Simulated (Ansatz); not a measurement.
# BeTl2: the cost of one run

Computed with Ansatz 0.2.0 (DFT PBE, scalar-relativistic, plane waves, PAW, unless a step's input says otherwise).

**1. The starting structure**

It takes space group Fd-3m (No. 227, cubic). Conventional cell: a = 8.096 Å, b = 8.096 Å, c = 8.096 Å, α = 90.00°, β = 90.00°, γ = 90.00°. Around Be (site symmetry -43m) lie 12 Tl at 3.36 Å and 4 Be at 3.51 Å. Tl (site symmetry -3m) has 6 Tl at 2.86 Å as nearest neighbours.

Coordinates:

```
CELL_PARAMETERS angstrom
0.00000 4.04807 4.04807
4.04807 0.00000 4.04807
4.04807 4.04807 0.00000
ATOMIC_POSITIONS crystal
Be 0.00000 0.00000 0.00000
Be 0.25000 0.25000 0.25000
Tl 0.62500 0.62500 0.62500
Tl 0.12500 0.62500 0.62500
Tl 0.62500 0.62500 0.12500
Tl 0.62500 0.12500 0.62500
```

This is candidate A: cubic Laves (C15) type (Fd-3m, No. 227).

(A quick probe on a coarse mesh, which set the mesh and smearing, is not shown.)

**3. Coarse relaxation (candidate A)**

File input.yaml:

```yaml
crystal:
  lattice:
    - [0.0, 4.0480691032, 4.0480691032]
    - [4.0480691032, 0.0, 4.0480691032]
    - [4.0480691032, 4.0480691032, 0.0]
  atoms:
    - { symbol: Be, position: [0.0, 0.0, 0.0] }
    - { symbol: Be, position: [0.25, 0.25, 0.25] }
    - { symbol: Tl, position: [0.625, 0.625, 0.625] }
    - { symbol: Tl, position: [0.125, 0.625, 0.625] }
    - { symbol: Tl, position: [0.625, 0.625, 0.125] }
    - { symbol: Tl, position: [0.625, 0.125, 0.625] }
basis:
  ecutwfc: 420
kpoints:
  mp_grid: { grid: [4, 4, 4] }
hamiltonian:
  xc: pbe
scf:
  occupations: { method: gaussian, width: 0.1 }
  lower_state_search: "off"
output:
  forces: true
  stress: true
  eigenvalues: true
relax:
  adjacent_minimum: "off"
  f_tol: 0.04
  max_steps: 70
  cell: { stress_tol: 0.4 }
```

Run with:

```bash
$ ansatz run input.yaml --threads 1 --pin off --max-ram 2560MiB --backend cpu --events-out ev --progress --plain --runs-dir out
```

**Question.** How long does this run take on 1 thread of Arm Neoverse V2, shared host, and how much memory does it need?

About 18 s, with a peak of 0.4 GiB.
